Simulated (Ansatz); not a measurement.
# CH₂BClO: up Jacob's ladder to CCSD(T)

An exercise on one series of results from a longer session: the logs are not shown, and one member is left open.

The runs use Ansatz 0.2.0, Gaussian basis; functionals in def2-TZVPP, the program's frozen cores in correlated methods.

Levels to be run: LDA (SPW92), PBE-D4, revPBE-D4, BLYP-D4, r2SCAN-D4, B97M-V, PBE0-D4, B3LYP-D4, r2SCANh-D4, r2SCAN0-D4, HSE06-D4, BHLYP-D4, CAM-B3LYP-D4, LC-ωPBE, ωB97X-V, ωB97M-V, B2PLYP, PBE-QIDH; CCSD(T)/def2-SVP; CCSD(T)/def2-TZVPP; MP2/def2-QZVPP; extrapolation to the limit; RPA on PBE.

## Structure used throughout

The geometry comes from an earlier relaxation with PBE0-D4 in a triple-zeta def2 set; it is a stationary point.

SMILES `ClB1CO1`, 6 atoms, charge 0, spin multiplicity 1.

Atoms are counted from 1 here; the program's logs count them from 0.

Bond lengths: Cl1–B2 1.716 Å, B2–C3 1.503 Å, B2–O4 1.325 Å, C3–O4 1.515 Å, C3–H5 1.086 Å, C3–H6 1.086 Å. Angles: Cl1–B2–C3 157.6°, Cl1–B2–O4 138.0°, C3–B2–O4 64.4°, B2–C3–O4 52.1°, B2–C3–H5 122.3°, B2–C3–H6 122.3°, O4–C3–H5 112.3°, O4–C3–H6 112.3°, H5–C3–H6 114.8°, B2–O4–C3 63.5°.

The first run:

in.yaml reads:

```yaml
crystal:
  periodic: [false, false, false]
  atoms:
    - {symbol: Cl, position_ang: [-0.699224, -2.288260, 0.634934]}
    - {symbol: B, position_ang: [-0.329743, -0.707249, 0.079709]}
    - {symbol: C, position_ang: [0.402130, 0.603166, 0.004126]}
    - {symbol: O, position_ang: [-0.788261, 0.152371, -0.818041]}
    - {symbol: H, position_ang: [1.294711, 0.735707, -0.599872]}
    - {symbol: H, position_ang: [0.162588, 1.440266, 0.652944]}
basis:
  gaussian: {orbitals: def2-TZVPP}
hamiltonian: {xc: lda}
output: {orbitals: {seedname: orbitals}}
```

Launch:

```console
$ ansatz run in.yaml --threads 2 --pin off --events-out ev --progress --plain --max-ram 4352MiB
```

Among the steps run: LDA; PBE-D4 (GGA); revPBE-D4 (GGA); BLYP-D4 (GGA); r2SCAN-D4 (meta-GGA); B97M-V (meta-GGA); PBE0-D4 (hybrid); B3LYP-D4 (hybrid); r2SCANh-D4 (hybrid); r2SCAN0-D4 (hybrid); HSE06-D4 (hybrid); BHLYP-D4 (hybrid); CAM-B3LYP-D4 (range-separated); LC-ωPBE (range-separated); ωB97X-V (range-separated); ωB97M-V (range-separated); B2PLYP (double hybrid); PBE-QIDH (double hybrid).

One table of the session follows, with a row left open; its other results are not shown here.

| functional | HOMO (eV) | gap (eV) |
| --- | --- | --- |
| LDA (SPW92) | ? | ? |
| PBE-D4 | -7.00 | 5.77 |
| revPBE-D4 | -6.94 | 5.82 |
| BLYP-D4 | -6.89 | 5.81 |
| r2SCAN-D4 | -7.27 | 6.41 |
| B97M-V | -7.34 | 6.58 |
| PBE0-D4 | -8.40 | 8.19 |
| B3LYP-D4 | -8.17 | 7.74 |
| r2SCANh-D4 | -7.79 | 7.28 |
| r2SCAN0-D4 | -8.57 | 8.59 |
| HSE06-D4 | -7.99 | 7.40 |
| BHLYP-D4 | -9.69 | 10.61 |
| CAM-B3LYP-D4 | -9.82 | 10.80 |
| LC-ωPBE | -11.20 | 13.40 |
| ωB97X-V | -10.81 | 12.92 |
| ωB97M-V | -10.68 | 12.59 |

Q: Estimate the row for LDA (SPW92) from the others.

The run gave: HOMO (eV): -7.17; gap (eV): 5.65. In the column «HOMO (eV)» it lies between r2SCAN-D4 (-7.27) and PBE-D4 (-7.00).
